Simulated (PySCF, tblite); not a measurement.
# C6H12SSi: geometry, infrared bands and NMR shifts

Aim: predict the infrared bands and NMR shifts of C6H12SSi (`C=C[Si]1(SC)CCC1`).

Computed with tblite 0.8.0 and PySCF 2.14.0, with density-fitted response routines of our own, on a single molecule in the gas phase. Atoms are numbered from 0 throughout.

## (1) The starting structure

20 atoms, charge 0, multiplicity 1; geometry from: force field or distance geometry start.

Bonds of the start (Å): C0–C1 1.34, C1–Si2 1.81, Si2–S3 2.11, S3–C4 1.82, Si2–C5 1.89, C5–C6 1.56, C6–C7 1.57, C7–Si2 1.87, C0–H8 1.09, C0–H9 1.09, C1–H10 1.08, C4–H11 1.09, C4–H12 1.10, C4–H13 1.10, C5–H14 1.10, C5–H15 1.08, C6–H16 1.10, C6–H17 1.10, C7–H18 1.09, C7–H19 1.09.

## (2) Relaxing the molecule with GFN2-xTB

What the job is given:

```
{"job": {"kind": "relax", "xc": "GFN2-xTB", "basis": "xTB"}, "charge": 0, "multiplicity": 1}
C      0.019300     2.301500     1.383000
C      0.224200     1.893500     0.119500
Si     0.062800     0.206600    -0.504000
S      1.924000    -0.769000    -0.695000
C      2.543800    -0.846500     1.014400
C     -1.093500    -0.084200    -1.964800
C     -1.593400    -1.375200    -1.251100
C     -1.284900    -0.880500     0.208600
H      0.158800     3.345300     1.651800
H     -0.316700     1.635200     2.182500
H      0.549600     2.612000    -0.613600
H      2.696600     0.158400     1.407500
H      1.845400    -1.386700     1.664100
H      3.508800    -1.369800     1.013500
H     -1.861900     0.695600    -2.067600
H     -0.619700    -0.249100    -2.921500
H     -1.033100    -2.280000    -1.526400
H     -2.652800    -1.611700    -1.430500
H     -0.973900    -1.664000     0.904300
H     -2.108700    -0.320700     0.662800
```

Started as:

```sh
$ OMP_NUM_THREADS=1 python probes_run.py task.json out
```

The driver reads the jobs from task.json and runs them one after another.

The log of the run:

```text
step      E/eV     max force
  0    -649.48554    2.501
  1    -649.58878    1.585
  2    -649.65363    0.573
  3    -649.69225    0.560
  4    -649.72627    0.351
  5    -649.74518    0.367
  6    -649.75904    0.305
  7    -649.76795    0.220
  8    -649.77561    0.261
  9    -649.78150    0.236
 10    -649.78463    0.124
 11    -649.78596    0.076
 12    -649.78698    0.098
 13    -649.78836    0.110
 14    -649.79023    0.123
 15    -649.79245    0.147
 16    -649.79491    0.130
 17    -649.79772    0.164
 18    -649.80097    0.185
 19    -649.80435    0.169
 20    -649.80741    0.172
 21    -649.81023    0.134
 22    -649.81327    0.125
 23    -649.81627    0.135
 24    -649.81859    0.112
 25    -649.82010    0.064
 26    -649.82106    0.072
 27    -649.82188    0.061
 28    -649.82266    0.058
 29    -649.82331    0.067
 30    -649.82384    0.074
 31    -649.82429    0.068
 32    -649.82477    0.055
 33    -649.82531    0.053
 34    -649.82587    0.058
 35    -649.82635    0.062
 36    -649.82678    0.061
 37    -649.82724    0.049
 38    -649.82782    0.081
 39    -649.82854    0.093
 40    -649.82934    0.083
 41    -649.83020    0.090
 42    -649.83124    0.088
 43    -649.83271    0.130
 44    -649.83456    0.140
 45    -649.83612    0.091
 46    -649.83669    0.133
 47    -649.83752    0.083
 48    -649.83789    0.061
 49    -649.83852    0.039
 50    -649.83887    0.052
 51    -649.83938    0.074
 52    -649.83993    0.080
 53    -649.84066    0.059
 54    -649.84123    0.046
 55    -649.84157    0.046
 56    -649.84187    0.046
 57    -649.84228    0.048
 58    -649.84264    0.083
 59    -649.84320    0.052
 60    -649.84372    0.041
 61    -649.84410    0.042
 62    -649.84442    0.047
 63    -649.84491    0.034
 64    -649.84518    0.039
 65    -649.84536    0.044
 66    -649.84554    0.046
 67    -649.84582    0.043
 68    -649.84612    0.036
 69    -649.84636    0.037
 70    -649.84653    0.030
 71    -649.84673    0.034
 72    -649.84705    0.045
 73    -649.84757    0.054
 74    -649.84823    0.055
 75    -649.84898    0.079
 76    -649.84984    0.092
 77    -649.85038    0.113
 78    -649.85108    0.156
 79    -649.85250    0.063
 80    -649.85355    0.050
 81    -649.85571    0.154
 82    -649.85657    0.055
 83    -649.85731    0.055
 84    -649.85820    0.185
 85    -649.85955    0.052
 86    -649.86007    0.055
 87    -649.86073    0.093
 88    -649.86122    0.065
 89    -649.86192    0.053
 90    -649.86275    0.041
 91    -649.86351    0.046
 92    -649.86393    0.045
 93    -649.86432    0.035
 94    -649.86456    0.026
 95    -649.86471    0.042
 96    -649.86481    0.034
 97    -649.86491    0.030
 98    -649.86504    0.027
 99    -649.86521    0.030
100    -649.86536    0.028
101    -649.86548    0.028
102    -649.86563    0.026
103    -649.86578    0.025
104    -649.86592    0.027
105    -649.86601    0.031
106    -649.86609    0.018
107    -649.86618    0.018
108    -649.86627    0.025
109    -649.86634    0.020
110    -649.86641    0.028
111    -649.86646    0.016
112    -649.86650    0.015
113    -649.86653    0.013
114    -649.86656    0.010
115    -649.86659    0.010
```

Run time: 3.2 s. Hardware: 1 thread of Intel Xeon at 2.50GHz, shared host.

Along the way: (not every step is listed)

```
step  energy from step 0 (eV)  largest force (eV/Å)
   0                   0.0000                2.5008
   1                  -0.1032                1.5846
   2                  -0.1681                0.5726
   3                  -0.2067                0.5602
   4                  -0.2407                0.3511
   5                  -0.2596                0.3673
   6                  -0.2735                0.3054
   7                  -0.2824                0.2195
   8                  -0.2901                0.2609
  18                  -0.3154                0.1846
  28                  -0.3371                0.0583
  38                  -0.3423                0.0812
  48                  -0.3524                0.0608
  58                  -0.3571                0.0834
  68                  -0.3606                0.0361
  78                  -0.3655                0.1563
  88                  -0.3757                0.0646
  98                  -0.3795                0.0274
 108                  -0.3807                0.0251
 110                  -0.3809                0.0278
 111                  -0.3809                0.0163
 112                  -0.3810                0.0149
 113                  -0.3810                0.0127
 114                  -0.3810                0.0103
 115                  -0.3810                0.0099
```

Distances of close pairs at the start and the end, largest changes first:

```
  bond  before (Å)  after (Å)  change (Å)
C1–Si2       1.806      1.888      +0.082
Si2–S3       2.110      2.165      +0.055
Si2–C7       1.872      1.915      +0.042
 C6–C7       1.572      1.541      -0.031
Si2–C5       1.886      1.905      +0.019
 C0–C1       1.343      1.324      -0.019
 C5–C6       1.558      1.540      -0.018
 C0–H9       1.094      1.078      -0.016
```

The final coordinates are the input of the step that follows.

## (3) Vibrational analysis with GFN2-xTB

What the job is given:

```
{"job": {"kind": "ir", "xc": "GFN2-xTB", "basis": "xTB"}, "charge": 0, "multiplicity": 1}
C     -0.058502     2.074783     1.399607
C      0.266579     1.712439     0.167836
Si     0.154461    -0.044775    -0.512112
S      2.167455    -0.835214    -0.607370
C      2.702590    -0.453608     1.089843
C     -0.917117    -0.328403    -2.061097
C     -2.014803    -0.971390    -1.194051
C     -1.251773    -1.175014     0.129506
H      0.052649     3.089207     1.751490
H     -0.458526     1.373180     2.113509
H      0.671560     2.461865    -0.502610
H      2.485258     0.585006     1.318093
H      2.190375    -1.110309     1.785546
H      3.771511    -0.631781     1.129123
H     -1.250154     0.545805    -2.611937
H     -0.491197    -1.028160    -2.774956
H     -2.410212    -1.895795    -1.611370
H     -2.843045    -0.278896    -1.053078
H     -0.961940    -2.214256     0.273201
H     -1.810316    -0.864006     1.008400
```

The log of the run:

```text
mode    cm-1     km/mol
  1       9.6      0.18
  2      40.3      2.95
  3      71.1      0.80
  4     105.2      1.65
  5     113.6      0.86
  6     127.9      3.93
  7     141.5      4.68
  8     167.9      6.94
  9     205.8      2.44
 10     317.9      9.22
 11     408.9     11.29
 12     481.3      5.19
 13     585.8    163.42
 14     651.2      3.09
 15     668.8      0.97
 16     709.5     63.16
 17     727.1     10.19
 18     762.2    109.18
 19     828.2     79.98
 20     885.3     56.80
 21     922.2     15.14
 22     949.0      0.57
 23     958.5      3.04
 24     987.8      1.31
 25    1000.1      0.43
 26    1005.9      6.12
 27    1023.6     18.14
 28    1053.4      0.82
 29    1161.2      0.09
 30    1184.2      5.24
 31    1208.5      5.42
 32    1224.6      0.19
 33    1264.0      1.40
 34    1289.5      1.66
 35    1320.5      2.52
 36    1415.8      1.46
 37    1455.4      6.21
 38    1458.6      5.40
 39    1463.2      2.01
 40    1469.6      3.59
 41    1498.0      0.08
 42    1661.6     11.05
 43    2988.6      6.94
 44    3004.4     28.72
 45    3006.8     41.91
 46    3015.8     22.78
 47    3022.6     77.69
 48    3024.6     35.76
 49    3030.3     25.38
 50    3032.0      7.08
 51    3037.1     10.01
 52    3063.0      2.03
 53    3077.2     32.38
 54    3104.6     35.69
```

Run time: 3 s. Hardware: 1 thread of Intel Xeon at 2.50GHz, shared host.

The strongest bands and the atoms that carry them (share of the mass-weighted mode):

```
cm⁻¹  km/mol                                   atoms
 586   163.4                                Si2 47 %
 710    63.2              Si2 31 %, C7 24 %, C5 21 %
 762   109.2             Si2 25 %, H16 10 %, C1 10 %
 828    80.0    C5 22 %, Si2 19 %, H14 18 %, C7 16 %
 885    56.8  H15 15 %, H16 14 %, H17 14 %, H18 14 %
3007    41.9            H16 43 %, H17 34 %, H19 16 %
3023    77.7                      H15 45 %, H10 19 %
3025    35.8                      H10 66 %, H15 18 %
```

## (4) NMR shieldings: PBE0/pcSseg-1

The job, as its differences from that of step 3:

```diff
@@ -1,2 +1,2 @@
-{"job": {"kind": "ir", "xc": "GFN2-xTB", "basis": "xTB"}, "charge": 0, "multiplicity": 1}
+{"job": {"kind": "nmr", "xc": "PBE0", "basis": "pcSseg-1"}, "charge": 0, "multiplicity": 1}
 C     -0.058502     2.074783     1.399607
```

Level: GIAO PBE0/pcSseg-1 NMR shielding, non-relativistic, gas phase.

The log of the run:

```text
coarse grid: 17208 points
cycle   1  E = -922.8113551450  dE =  7.533e-01  |g| = 5.012e-01  |ddm| = 4.039e+00
cycle   2  E = -922.7955296738  dE =  1.583e-02  |g| = 5.684e-01  |ddm| = 1.000e+00
cycle   3  E = -922.8791743332  dE = -8.364e-02  |g| = 6.170e-02  |ddm| = 5.640e-01
cycle   4  E = -922.8800770399  dE = -9.027e-04  |g| = 2.547e-02  |ddm| = 1.011e-01
cycle   5  E = -922.8802384856  dE = -1.614e-04  |g| = 4.451e-03  |ddm| = 3.250e-02
cycle   6  E = -922.8802434159  dE = -4.930e-06  |g| = 1.830e-03  |ddm| = 8.793e-03
final grid: 155384 points
cycle   7  E = -922.9313686197  dE = -3.559e-05  |g| = 1.096e-02  |ddm| = 3.348e-02
cycle   8  E = -922.9313478645  dE =  2.076e-05  |g| = 1.404e-02  |ddm| = 2.206e-02
cycle   9  E = -922.9313992559  dE = -5.139e-05  |g| = 9.641e-04  |ddm| = 1.351e-02
cycle  10  E = -922.9313994788  dE = -2.228e-07  |g| = 3.703e-04  |ddm| = 1.255e-03
cycle  11  E = -922.9313995118  dE = -3.302e-08  |g| = 1.006e-04  |ddm| = 3.693e-04
cycle  12  E = -922.9313995143  dE = -2.501e-09  |g| = 2.819e-05  |ddm| = 1.207e-04
cycle  13  E = -922.9313995145  dE = -1.860e-10  |g| = 6.216e-06  |ddm| = 3.558e-05
converged SCF energy = -922.9313995145

GIAO shielding tensors (ppm)
atom      isotropic    diamagn.    paramagn.     s11        s22        s33       span
  0 C       43.961     254.710    -210.749    -84.138     46.360    169.661    253.798
  1 C       43.626     263.103    -219.477    -67.625     30.333    168.171    235.796
  2 Si     324.332     879.462    -555.130    283.200    331.881    357.914     74.714
  3 S      671.186    1058.965    -387.780    595.196    633.264    785.098    189.902
  4 C      173.978     251.599     -77.621    162.166    169.841    189.927     27.761
  5 C      166.766     256.173     -89.407    136.201    174.156    189.941     53.740
  6 C      168.688     251.496     -82.808    157.302    169.571    179.191     21.889
  7 C      164.328     255.350     -91.022    138.952    167.628    186.405     47.454
  8 H       25.105      28.748      -3.643     21.735     24.780     28.800      7.065
  9 H       25.694      33.191      -7.497     21.235     25.307     30.539      9.304
 10 H       25.334      31.330      -5.996     23.004     25.426     27.573      4.569
 11 H       29.751      31.165      -1.414     23.586     29.724     35.942     12.355
 12 H       29.846      31.219      -1.373     24.211     27.767     37.561     13.350
 13 H       29.750      28.614       1.136     23.733     26.766     38.750     15.017
 14 H       30.131      31.461      -1.331     26.006     27.546     36.840     10.834
 15 H       29.896      31.509      -1.614     26.295     28.394     34.998      8.702
 16 H       29.492      29.832      -0.340     24.858     27.017     36.601     11.742
 17 H       29.741      31.095      -1.354     25.741     27.833     35.650      9.909
 18 H       30.029      32.461      -2.432     26.421     28.716     34.952      8.531
 19 H       30.030      33.118      -3.088     26.045     28.062     35.984      9.939
```

Run time: 1.8 min. Hardware: 1 thread of Intel Xeon at 2.50GHz, shared host; peak memory 1 GiB.

The references, computed at this level on geometries of the same kind, shield at (ppm): 1H TMS 31.72, 13C TMS 186.9, 29Si TMS 349.2, 33S CS2 504. Their shielding less the atom's gives the shift. The references are single molecules in the gas phase. Atoms listed in one row are averaged.

```
        atoms                                     environment  σ (ppm)  δ (ppm)  δ scaled to CDCl3
           C1                                       alkene CH     43.6    143.3              137.9
           C0                            terminal =CH2 carbon     44.0    143.0              137.6
       C5, C7                            sp3 CH2 bonded to Si    165.5     21.4               18.9
           C6                               sp3 CH2 in a ring    168.7     18.2               15.9
           C4                       methyl carbon bonded to S    174.0     12.9                6.3
           H8              hydrogen on a terminal =CH2 carbon    25.11     6.61               6.34
          H10                        hydrogen on an alkene CH    25.33     6.38               6.12
           H9              hydrogen on a terminal =CH2 carbon    25.69     6.02               5.78
          H16                hydrogen on an sp3 CH2 in a ring    29.49     2.22               2.20
          H17                hydrogen on an sp3 CH2 in a ring    29.74     1.98               1.97
H11, H12, H13         hydrogen on a methyl carbon bonded to S    29.78     1.93               1.93
     H15, H18             hydrogen on an sp3 CH2 bonded to Si    29.96     1.75               1.76
     H14, H19             hydrogen on an sp3 CH2 bonded to Si    30.08     1.64               1.65
          Si2  silicon bonded to 3 C, S, in a 4-membered ring    324.3     24.8                  –
           S3                          sulfur bonded to C, Si      671     -167                  –
```

The scaled column applies a straight-line fit of computed shieldings to shifts measured in CDCl3, with any fitted terms for Cl, Br or S neighbours (root-mean-square error 0.16 ppm for H, 1.9 ppm for C).

Charges from the same density, by scheme (e):

```
 atoms  Mulliken    IAO  Hirshfeld  ESP fit
    C0     -0.15  -0.28      -0.08    -0.35
    C1     -0.49  -0.42      -0.13    -0.14
   Si2      0.97   0.94       0.36     0.43
    S3     -0.30  -0.18      -0.11    -0.32
    C4     -0.40  -0.50      -0.12    -0.26
C5, C7     -0.54  -0.55      -0.17    -0.23
    C6     -0.21  -0.25      -0.07    -0.03
```

Mayer bond orders: C0–C1 1.97, C1–Si2 0.87, Si2–S3 1.01, S3–C4 1.00, Si2–C5 0.93, C5–C6 1.01, C6–C7 1.01, C7–Si2 0.91.

Ring of atoms Si2, C5, C6, C7: NICS(0) 0.5, NICS(1) -0.7, NICS(1)zz 4.5 ppm (means of both faces).

## (5) Summary of results

| quantity | value |
| --- | --- |
| strongest single infrared mode (GFN2-xTB) | 586 cm⁻¹, 163 km/mol |
| zero-point energy (GFN2-xTB) | 102.1 kcal/mol |
| 13C shifts against TMS (PBE0/pcSseg-1, means over atoms taken as alike) | 143.3, 143.0, 21.4, 18.2, 12.9 ppm |
| 1H shifts against TMS (PBE0/pcSseg-1, means over atoms taken as alike) | 6.61, 6.38, 6.02, 2.22, 1.98, 1.93, 1.75, 1.64 ppm |
| 29Si shifts against TMS (PBE0/pcSseg-1) | 24.8 ppm |
| 33S shifts against CS2 (PBE0/pcSseg-1) | -167 ppm |

In words: The optimisation took 115 steps and gained 0.381 eV; among the close pairs (by a distance rule), C1–Si2 changed most, from 1.806 to 1.888 Å. No mode is imaginary among the 54: a minimum at this level. The strongest single mode, at 586 cm⁻¹, is spread over many atoms; the largest shares are those of Si2. Unscaled tight-binding wavenumbers are off by several per cent, some by more. Its intensities can rank the bands wrongly. The most deshielded carbon is C1 (alkene CH), at 143.3 ppm: the olefinic region. At PBE0/pcSseg-1: The largest span, 254 ppm, is at C0, where the paramagnetic term is -211 ppm.
